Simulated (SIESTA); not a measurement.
The system is Hf2N.

```xyz
6
Lattice="5.3131 0.0000 0.0000 0.0000 5.3131 0.0000 0.0000 0.0000 3.2421" Properties=species:S:1:pos:R:3 pbc="T T T"
Hf    1.0863    4.2268    1.6210
Hf    4.2268    1.0863    1.6210
Hf    3.7429    3.7429    0.0000
Hf    1.5702    1.5702    0.0000
N     2.6566    2.6566    1.6210
N     0.0000    0.0000    0.0000
```

The cell comes from a database or a generator and needn't be the stable form of this composition.

* Program: SIESTA 5.4.2
* Task: single point
* Functional: PBEsol
* Potentials or basis: PseudoDojo 0.4 standard (PBEsol files)
* Basis: DZP (energy shift 0.003 Ry; two zetas on semicore shells)
* Grid cutoff: 800 Ry
* Energy shift: 0.003 Ry
* k mesh: 5 × 5 × 8
* Occupations: fermi-dirac, width 0.05 eV
* Spin: no spin polarisation

On this cell: pressure -0.6 GPa; largest force 0.086 eV/Å; band gap on the k mesh none (metal or under the smearing width).

The same run follows on a disturbed copy (atoms moved at random, drawn with an rms of 0.05 Å):

```
Hf N
1.0
     5.31312    0.00000    0.00000
     0.00000    5.31312    0.00000
     0.00000    0.00000    3.24210
Hf N
4 2
Cartesian
  1.1467 4.2018 1.6593
  4.1959 1.0948 1.5677
  3.7363 3.7363 -0.0418
  1.5946 1.6160 -0.0549
  2.6546 2.7013 1.6773
  0.0315 0.0063 -0.0040
```

Problem. What changes?

Solution. The energy (extrapolated to zero smearing) moves by +39.4 meV/atom; pressure 0.6 GPa; largest force 2.027 eV/Å; band gap on the k mesh none (metal or under the smearing width).

Forces on the atoms (eV/Å):
```
Hf  -1.201  1.314 -0.607
Hf   0.599 -0.263  0.398
Hf   1.031  0.611  1.037
Hf  -0.751 -0.942  1.186
N    0.525 -0.769 -1.801
N   -0.205  0.051 -0.215
```

Stress tensor (GPa, compression positive):
```
 0.46 -1.28  0.10
-1.28  1.06 -0.17
 0.10 -0.17  0.36
```

Caveats: short orbitals over semicore shells can move pressures by several GPa; the basis of atomic orbitals isn't converged, which shifts pressures, moduli and gaps.
